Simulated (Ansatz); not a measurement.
# HF: the cost of one run

All numbers below are computed with Ansatz 0.2.0 (DFT LDA, plane waves, PAW, scalar-relativistic, no spin polarisation).

### Step 1. The structure to begin with

The cell holds 20 atoms (F10H10): a = 6.980 Å, b = 6.980 Å, c = 6.980 Å, α = 90.00°, β = 90.00°, γ = 90.00°.

Structure file:

```xyz
20
Lattice="6.9795 0.0000 0.0000 0.0000 6.9795 0.0000 0.0000 0.0000 6.9795" Properties=species:S:1:pos:R:3 pbc="T T T"
F     4.9292    3.0471    3.2936
H     4.1498    2.5970    3.0443
F     3.7845    5.9578    1.8890
H     3.9645    6.0779    0.9805
F     0.2612    4.0978    3.9671
H     0.2859    3.8493    3.0672
F     0.9165    0.9902    0.8749
H     1.0886    0.7456   -0.0098
F     6.5919    0.8850    2.7116
H     5.6778    1.0350    2.8296
F     6.8735    4.1107    0.3208
H     6.5050    3.2730    0.1352
F     4.7878    5.7089    4.8979
H     4.8688    5.3351    5.7498
F     6.8823    6.2576    4.8049
H     6.5952    7.1341    4.9518
F     2.7569    2.7917    4.9207
H     2.8085    2.1378    4.2560
F     2.8367    6.6526    4.3138
H     3.4082    7.1070    4.8961
```

### Step 2. Preparing the start

Contents of input.yaml:

```yaml
accuracy: low
crystal:
  lattice:
    - [6.979532, 0.0, 0.0]
    - [0.0, 6.979532, 0.0]
    - [0.0, 0.0, 6.979532]
  atoms:
    - { symbol: F, position: [0.7062384, 0.4365741, 0.4718972] }
    - { symbol: H, position: [0.594574, 0.3720908, 0.4361683] }
    - { symbol: F, position: [0.5422225, 0.8536115, 0.2706488] }
    - { symbol: H, position: [0.5680147, 0.8708122, 0.1404855] }
    - { symbol: F, position: [0.0374301, 0.587122, 0.5683891] }
    - { symbol: H, position: [0.0409604, 0.5515158, 0.4394577] }
    - { symbol: F, position: [0.1313087, 0.1418708, 0.1253585] }
    - { symbol: H, position: [0.1559714, 0.1068301, -0.001399] }
    - { symbol: F, position: [0.9444679, 0.1267932, 0.3885076] }
    - { symbol: H, position: [0.8134895, 0.1482934, 0.405418] }
    - { symbol: F, position: [0.9848088, 0.5889701, 0.0459636] }
    - { symbol: H, position: [0.9320084, 0.4689357, 0.0193658] }
    - { symbol: F, position: [0.6859791, 0.8179514, 0.701746] }
    - { symbol: H, position: [0.6975757, 0.7643902, 0.8238128] }
    - { symbol: F, position: [0.9860725, 0.8965691, 0.6884243] }
    - { symbol: H, position: [0.9449351, 1.0221404, 0.7094755] }
    - { symbol: F, position: [0.3950001, 0.3999901, 0.7050209] }
    - { symbol: H, position: [0.4023877, 0.3062913, 0.6097868] }
    - { symbol: F, position: [0.4064331, 0.9531607, 0.6180673] }
    - { symbol: H, position: [0.4883164, 1.0182625, 0.7014967] }
basis:
  ecutwfc: 420.0
kpoints:
  mp_grid: { grid: [1, 1, 1] }
hamiltonian:
  xc: lda
scf:
  occupations: { method: fermi_dirac, width: 0.05 }
  lower_state_search: "off"
relax:
  f_tol: 0.3
  max_steps: 15
  adjacent_minimum: "off"
output:
  write_density: true
  write_potential: true
  elf: true
  volumetric_format: npy
```

On the command line:

```sh
> ansatz run input.yaml --threads 1 --pin off --max-ram 3072MiB --backend cpu --events-out ev --progress --plain --runs-dir out
```

**Question.** How long does this run take on 1 thread of Intel Xeon Platinum 8488C (Sapphire Rapids), shared host, and how much memory does it need?

About 16 s, with a peak of 0.43 GiB.
